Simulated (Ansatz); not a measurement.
# CdRuF: the cost of one run

Computed with Ansatz 0.2.0 (reference: DFT LDA, plane waves, PAW, scalar-relativistic, no spin polarisation, unless a step's input says otherwise).

## 1. The starting structure

It takes space group P-62m (No. 189, hexagonal). Conventional cell: a = 6.705 Å, b = 6.705 Å, c = 3.511 Å, α = 90.00°, β = 90.00°, γ = 120.00°. F (site symmetry -62m) is surrounded by 6 Cd at 2.43 Å and 3 Ru at 2.74 Å. Cd (site symmetry m2m) has 4 F at 2.43 to 2.55 Å as nearest neighbours. F (site symmetry -6) has 3 Cd at 2.55 to 2.56 Å and 6 Ru at 2.68 Å as nearest neighbours. Ru (site symmetry m2m) is surrounded by 5 F at 2.68 to 2.74 Å and 6 Cd at 2.88 to 2.97 Å.

Coordinates:

```cif
data_structure
_symmetry_space_group_name_H-M 'P-62m'
_symmetry_Int_Tables_number 189
_cell_length_a 6.7047
_cell_length_b 6.7047
_cell_length_c 3.5113
_cell_angle_alpha 90.000
_cell_angle_beta 90.000
_cell_angle_gamma 120.000
_cell_volume 136.70
loop_
_atom_site_label
_atom_site_type_symbol
_atom_site_symmetry_multiplicity
_atom_site_Wyckoff_symbol
_atom_site_fract_x
_atom_site_fract_y
_atom_site_fract_z
_atom_site_occupancy
F1 F 1 a 0.00000 0.00000 0.00000 1
Cd1 Cd 3 g 0.74870 0.00000 0.50000 1
F2 F 2 d 0.33333 0.66667 0.50000 1
Ru1 Ru 3 f 0.40834 0.00000 0.00000 1
```

## 2. The reference run

Contents of input.yaml:

```yaml
crystal:
  lattice:
    - [6.70472, 0.0, 0.0]
    - [-3.35236, 5.806458, 0.0]
    - [0.0, 0.0, 3.511262]
  atoms:
    - { symbol: F, position: [0.0, 0.0, 0.0] }
    - { symbol: Cd, position: [0.7487, 0.0, 0.5] }
    - { symbol: Cd, position: [0.2513, 0.2513, 0.5] }
    - { symbol: Cd, position: [0.0, 0.7487, 0.5] }
    - { symbol: F, position: [0.3333, 0.6667, 0.5] }
    - { symbol: F, position: [0.6667, 0.3333, 0.5] }
    - { symbol: Ru, position: [0.40834, 0.0, 0.0] }
    - { symbol: Ru, position: [0.59166, 0.59166, 0.0] }
    - { symbol: Ru, position: [0.0, 0.40834, 0.0] }
  symmetry: { tolerance: 0.0003 }
kpoints:
  mp_grid: { grid: [3, 3, 5], shift: [0, 0, 0] }
magnetization:
  spin_polarized: false
scf:
  occupations: { method: fermi_dirac, width: 0.0742 }
hamiltonian:
  pseudopotentials: { kind: paw }
  xc: lda
basis:
  ecutwfc: 420
output:
  forces: true
  stress: true
  eigenvalues: true
  write_density: true
  write_potential: true
  elf: true
  volumetric_format: npy
```

Run with:

```sh
$ ansatz run input.yaml --threads 1 --pin off --max-ram 2560MiB --backend cpu --events-out ev --progress --plain --runs-dir out
```

Q: Estimate wall time and peak memory on 1 thread of Intel Xeon Platinum 8375C at 2.90GHz (Ice Lake), shared host.

About 10 s, with a peak of 0.45 GiB.
